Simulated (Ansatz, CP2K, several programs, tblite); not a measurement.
Energy against volume for TlZnCl3, cubic perovskite, at fixed shape and fractional coordinates, computed by several methods (PBE and r2SCAN, where shown, with plane waves in Ansatz); the cell shown is that of r2SCAN. The symmetry is Pm-3m (No. 221, cubic); conventional cell a = 4.907 Å, 23.63 Å³ an atom. Tl is surrounded by 12 Cl at 3.47 Å; Zn is surrounded by 6 Cl at 2.45 Å; Cl is surrounded by 2 Zn at 2.45 Å and 4 Tl at 3.47 Å. These are computed values for a spin-unpolarised cell that may be hypothetical; none is a measurement. Energies count from each curve's lowest point; fits are third-order Birch-Murnaghan.

```cif
data_structure
_symmetry_space_group_name_H-M 'Pm-3m'
_symmetry_Int_Tables_number 221
_cell_length_a 4.9070
_cell_length_b 4.9070
_cell_length_c 4.9070
_cell_angle_alpha 90.000
_cell_angle_beta 90.000
_cell_angle_gamma 90.000
_cell_volume 118.15
loop_
_atom_site_label
_atom_site_type_symbol
_atom_site_symmetry_multiplicity
_atom_site_Wyckoff_symbol
_atom_site_fract_x
_atom_site_fract_y
_atom_site_fract_z
_atom_site_occupancy
Tl1 Tl 1 a 0.00000 0.00000 0.00000 1
Zn1 Zn 1 b 0.50000 0.50000 0.50000 1
Cl1 Cl 3 c 0.50000 0.50000 0.00000 1
```

GFN1-xTB (tblite), on the shape of the cell shown, as a cluster of 40 atoms at the zone centre:
```
V (Å³/atom)  E (meV/atom)
     20.795         33.89
     22.213          0.00
     23.631          1.99
     25.049         17.58
     26.467         52.69
```
The points scatter about a smooth fit, so no fit is quoted.

r2SCAN, on the shape of its own relaxed cell:
```
V (Å³/atom)  E (meV/atom)
     22.213         13.72
     22.922          3.33
     23.631          0.00
     24.340          2.61
     25.049         10.24
```
V₀ = 23.65 Å³ an atom and B₀ = 44 GPa.

light PBE (260 eV, its own mesh), on the shape of the cell shown:
```tsv
V (Å³/atom)	E (meV/atom)
21.740	74.01
22.686	26.34
23.631	10.94
24.576	21.86
25.521	0.00
26.467	20.26
```
The points scatter about a smooth fit, as a low cutoff and a light mesh can make them, so no fit is quoted.

Q: PBE, on the shape of its own relaxed cell, gives
```
V (Å³/atom)  E (meV/atom)
     23.162         11.53
     23.901          2.74
     24.640          0.00
     25.379          2.38
     26.119          9.05
```
What equilibrium volume and bulk modulus follow?

A: V₀ = 24.65 Å³ an atom and B₀ = 37 GPa.

Q: PBE/DZVP (CP2K), on the shape of the cell shown, gives
```csv
V (Å³/atom),E (meV/atom)
20.795,101.47
22.213,35.62
23.631,5.31
25.049,0.00
26.467,12.59
```
What equilibrium volume and bulk modulus follow?

A: V₀ = 24.69 Å³ an atom and B₀ = 38 GPa.
